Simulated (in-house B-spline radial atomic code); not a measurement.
# Cu: ionisation energy by several methods

An exercise on one series of results from a longer session: the logs are not shown, and one member is left open.

Method: scalar-relativistic (X2C), several functionals, spin-polarised; spherical all-electron atom at the radial basis limit. Code: in-house B-spline radial atomic code version 1.

## Starting point

* element: copper (Z = 29)
* charge: 0
* electrons: 29
* configuration: [Ar] 3d10 4s1
* nucleus: Fermi, rms radius 3.882 fm

The outer shells:

[Ar] 3d10 4s1
```
[Ar] core
3d [↑↓][↑↓][↑↓][↑↓][↑↓]
4s [↑ ]
```

Where spins are not typed, each open shell is filled with up spins first.

The first run:

Settings of the run:

```ini
Z = 29
electrons = 29.0
configuration = [Ar] 3d10 4s1
hamiltonian = x2c
method = optx,lyp
spin_polarised = True
nucleus = fermi
rms_radius = 3.8823
mass_number = 63
atomic_mass = 62.929597119
speed_of_light = 137.035999084
```

Steps of the session up to this table: OLYP; TPSS; LC-ωPBE; LDA (PW92); r2SCAN0; exchange-only LDA; B97-1; revTPSS; M06-L; BP86.

One of the session's tables, all rows but one given; the rest of the session is left out.

```
           method  ΔSCF (eV)
       LDA (PW92)      8.622
exchange-only LDA      7.800
             OLYP      7.982
             BP86      8.540
             TPSS      8.167
          revTPSS      8.161
            M06-L          ?
          r2SCAN0      7.940
            B97-1      7.823
          LC-ωPBE      7.828
```

Estimate the missing values for M06-L.

The run gave: ΔSCF (eV): 7.876. In the column «ΔSCF (eV)» it lies between LC-ωPBE (7.828) and r2SCAN0 (7.940).
